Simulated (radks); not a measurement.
**Valence configurations of Ti²⁺**

An exercise on one series of results from a longer session: the logs are not shown, and one member is left open.

Program: radks (a radial shooting solver on a logarithmic mesh, Libxc functionals) version 1. Level of theory: scalar-relativistic Kohn-Sham, PBE, spin-unpolarised, spherical densities, finite nucleus. These are calculated values, not measurements, unless marked.

## Starting point

```
element            : titanium (Z = 22)
charge             : +2
electrons          : 20
configuration      : [Ar] 3d2
nuclear rms radius : 3.5921 fm
others tried       : 3d1 4s1; 3d1 4s0.5 4p0.5; 3d1.5 4p0.5; 4s2; 3d1 4p1; 3d1.5 4s0.5; 3d0.5 4s0.5 4p1; 4s0.5 4p1.5; 4s1 4p1
```

Outer shells as boxes (Hund's rule):

Ti²⁺
```
[Ar] core
3d [↑ ][↑ ][  ][  ][  ]
```

The first run:

The run's settings:

```text
Z 22
configuration [Ar] 3d2
relativity scalar-relativistic
functional pbe,pbe
spin unpolarised
nucleus finite rms 3.5921 fm
c 137.035999084
```

Among the steps run: [Ar] 3d2.

One of the session's tables, all rows but one given; the rest of the session is left out.

It belongs to the step «[Ar] 3d2». From the orbitals of this run (lengths in bohr):

```
level      <r>  outermost maximum (interpolated)  90 % within  nodes
   1s  0.06959                            0.0455        0.124      0
   2s   0.3249                             0.269        0.505      1
   2p   0.2899                             0.220        0.477      0
   3s    1.007                             0.870         1.51      2
   3p    1.083                             0.902         1.67      1
   3d        ?                                 ?            ?      ?
```

Estimate the missing values for 3d.

As computed: <r>: 1.434; outermost maximum (interpolated): 0.973; 90 % within: 2.45; nodes: 0. In the column «<r>» it is the highest.
